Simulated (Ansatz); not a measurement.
Task: a comparison of enthalpies under pressure of two structures of ZrC, with the Ansatz DFT code, driven from Python. Give the script and its output. Use (first run): PBEsol, PAW, cutoff 460 eV, 8×8×4 k-points, cold smearing of 0.05 eV.

Script `run_transition.py`:
```python
"""Pressure at which two phases of ZrC cross."""

import warnings

import ansatz
import numpy as np

PHASES = {
    "P6_3/mmc": (
        [(3.391476, 0.0, 0.0), (-1.695738, 2.937105, 0.0), (0.0, 0.0, 5.290053)],
        [
            ("Zr", (1 / 3, 2 / 3, 0.25)),
            ("Zr", (2 / 3, 1 / 3, 0.75)),
            ("C", (0.0, 0.0, 0.0)),
            ("C", (0.0, 0.0, 0.5)),
        ],
    ),
    "Fm-3m": (
        [(0.0, 2.365, 2.365), (2.365, 0.0, 2.365), (2.365, 2.365, 0.0)],
        [
            ("Zr", (0.5, 0.5, 0.5)),
            ("C", (0.0, 0.0, 0.0)),
        ],
    ),
}


def build(vectors, sites):
    crystal = ansatz.Crystal(lattice=ansatz.Lattice.of(vectors))
    for symbol, position in sites:
        crystal = crystal.atom(symbol, position)
    return crystal


def solve(name, crystal, pressure=0.0):
    calc = crystal.calculation()
    calc = calc.functional("PBEsol")
    calc = calc.basis(460)
    calc = calc.kpoints(spacing=0.3)
    calc = calc.occupations("cold", width=0.05)
    calc = calc.relax(force_tolerance=0.02, cell=True, pressure=pressure)
    return calc.run(threads=1)


def volume_per_atom(outcome):
    return abs(np.linalg.det(outcome.lattice.cell_ang)) / len(outcome.lattice.sites)

warnings.simplefilter("ignore")

phases = {name: build(*cell) for name, cell in PHASES.items()}

# H = E + PV, with 1 eV per cubic angstrom equal to 160.2 GPa
pressures = [0, 15, 30, 45]
enthalpy, volume = {name: [] for name in phases}, {name: [] for name in phases}
for p in pressures:
    for name, crystal in phases.items():
        o = solve(name, crystal, pressure=p)
        volume[name].append(volume_per_atom(o))
        enthalpy[name].append(o.report["energy_sigma0_ev"] / len(o.lattice.sites) + p * volume[name][-1] / 160.21766)
gap = np.array(enthalpy["Fm-3m"]) - np.array(enthalpy["P6_3/mmc"])
rows = [(p, va, vb, 1000 * d) for p, va, vb, d in zip(pressures, volume["P6_3/mmc"], volume["Fm-3m"], gap)]
print("   P (GPa)  V P6_3/mmc (A^3/atom)  V Fm-3m (A^3/atom)  H(Fm-3m) - H(P6_3/mmc) (meV/atom)")
for row in rows:
    print(f"{row[0]:10d}  {row[1]:21.3f}  {row[2]:18.3f}  {row[3]:+33.1f}")
crossings = [p0 - g0 * (p1 - p0) / (g1 - g0) for p0, p1, g0, g1 in zip(pressures, pressures[1:], gap, gap[1:]) if g0 * g1 < 0]
print("crossing near", [round(float(p), 1) for p in crossings], "GPa") if crossings else print("no crossing in this range")
```

Running `python run_transition.py` prints:
```text
   P (GPa)  V P6_3/mmc (A^3/atom)  V Fm-3m (A^3/atom)  H(Fm-3m) - H(P6_3/mmc) (meV/atom)
         0                 12.707              12.725                             -160.0
        15                 11.999              12.022                             -157.9
        30                 11.449              11.470                             -155.9
        45                 11.001              11.026                             -153.9
no crossing in this range
```

Reading the output:
- At a fixed pressure a relaxation lowers the enthalpy F + PV, while F alone can rise.
- For the metals among these phases the mesh is modest: differences between phases can be off by up to 40 meV an atom.
- The cells come from databases of deposited and of computed structures, and not all need be stable phases.
- Only these two structures are compared, at zero temperature and with their symmetry kept; either may be hypothetical, and another phase may be lower than both. Differences under about 40 meV an atom lie within the error of mesh and functional.
- Timing: 61 s on 1 thread of Arm Neoverse V1 (shared host), peak memory 0.43 GiB.
